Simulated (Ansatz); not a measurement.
# UBHLYP/def2-TZVPP (core potential) run of SnH2F (SMILES [F][SnH2])

What is the electronic atomisation energy of SnH2F at UBHLYP/def2-TZVPP (core potential)? 

The results are computed with Ansatz 0.2.0.

36 further runs of the same task are left out: 36 set aside as unsound or not needed.

## 1. Starting point

SnH2F: 4 atoms, total charge 0, spin state doublet. As SMILES, `[F][SnH2]`. Geometry: relaxed at PBE0-D4/def2-TZVP.

Bond lengths: F1–Sn2 1.932 Å, Sn2–H3 1.726 Å, Sn2–H4 1.726 Å. Angles: F1–Sn2–H3 103.3°, F1–Sn2–H4 103.3°, H3–Sn2–H4 113.3°.

## 2. A single-point energy at UBHLYP/def2-TZVPP (core potential)

The input, input.yaml:

```yaml
crystal:
  periodic: [false, false, false]
  atoms:
    - {symbol: F, position_ang: [-1.552600, -0.190000, 0.640700]}
    - {symbol: Sn, position_ang: [0.028300, -0.242200, -0.468300]}
    - {symbol: H, position_ang: [1.184100, -1.054400, 0.524100]}
    - {symbol: H, position_ang: [0.395700, 1.426200, -0.716700]}
basis:
  gaussian: {orbitals: def2-TZVPP}
magnetization: {spin_polarized: true, initial_magnetization: 1}
accuracy: high
hamiltonian: {xc: {name: BHLYP}}
output: {orbitals: {seedname: orbitals}}
```

Launch:

```sh
ansatz run input.yaml --threads 1 --pin off --max-ram 3480MiB --events-out events.jsonl --progress --plain --runs-dir runs
```

What it wrote:

```text
Warning: RAYON_NUM_THREADS=1 ignored (pool sized by the plan → 1); use --threads N
Functional definition: BHLYP
  name "BHLYP"
  parameter a = 0.5
  exchange = (1 - a)*b88_x + a*exact_x
  correlation = lyp_c
1918 factors; integrals over basis functions are off by at most 3.5e-9 eV
mean field evaluation 1: about -8576.4138 eV, gradient 2.7e1 eV
mean field evaluation 2: about -8573.4669 eV, gradient 4.3e1 eV
mean field evaluation 4: about -8578.7510 eV, gradient 7.4e-1 eV
mean field evaluation 8: about -8578.7782 eV, gradient 2.9e-2 eV
mean field evaluation 16: about -8578.7782 eV, gradient 8.3e-5 eV
mean field -8578.77820999 eV, -315.2642843125 hartree, gradient 8.2e-8 eV, S^2 0.754159; 0 other end points of the search recorded, 0 dependent functions left out
reference -8578.77823392 eV, -315.2642851917 hartree; 17, 16 occupied and 92, 93 virtual orbitals, 1918 factors
Total energy: -8578.77823392 eV, -315.2642851917 hartree
```

Run time: 12 s. Hardware: 1 thread of Arm Neoverse V1, shared host; peak memory 0.4 GiB.

## 3. The F atom

The input, job.yaml:

```yaml
crystal:
  periodic: [false, false, false]
  atoms:
    - {symbol: F, position_ang: [0.000000, 0.000000, 0.000000]}
basis:
  gaussian: {orbitals: def2-TZVPP}
magnetization: {spin_polarized: true, initial_magnetization: 1}
hamiltonian: {xc: {name: BHLYP}}
accuracy: high
```

Run the same way, it converges to -99.74467 Eh (log not shown).

## 4. The H atom at the same level

The input, in.yaml:

```yaml
crystal:
  periodic: [false, false, false]
  atoms:
    - {symbol: H, position_ang: [0.000000, 0.000000, 0.000000]}
basis:
  gaussian:
    orbitals: def2-TZVPP
magnetization:
  spin_polarized: true
  initial_magnetization: 1
hamiltonian:
  xc: {name: BHLYP}
accuracy: high
```

Run the same way, it converges to -0.49854 Eh (log not shown).

## 5. The Sn atom, same level

The input, input.yaml:

```yaml
crystal:
  periodic: [false, false, false]
  atoms:
    - {symbol: Sn, position_ang: [0.000000, 0.000000, 0.000000]}
basis:
  gaussian:
    orbitals: def2-TZVPP
magnetization:
  spin_polarized: true
  initial_magnetization: 2
hamiltonian:
  xc: {name: BHLYP}
accuracy: high
```

Run the same way, it converges to -214.18812 Eh (log not shown).

## 6. What came out

Level: UBHLYP/def2-TZVPP (core potential).

| quantity | value |
| --- | --- |
| molecule: total energy | -315.26429 Eh |
| molecule: HOMO energy (highest over α and β) | -7.69 eV |
| molecule: LUMO energy (lowest over α and β) | -2.88 eV |
| molecule: ⟨S²⟩ | 0.754 |
| F atom: total energy | -99.74467 Eh |
| F atom: ⟨S²⟩ | 0.752 |
| H atom: total energy | -0.49854 Eh |
| H atom: ⟨S²⟩ | 0.750 |
| Sn atom: total energy | -214.18812 Eh |
| Sn atom: ⟨S²⟩ | 2.004 |
| electronic atomisation energy | 9.100 eV |

What this shows: Taking the molecule apart into free atoms costs 9.10 eV (878 kJ/mol), before zero-point energy and without spin-orbit coupling.
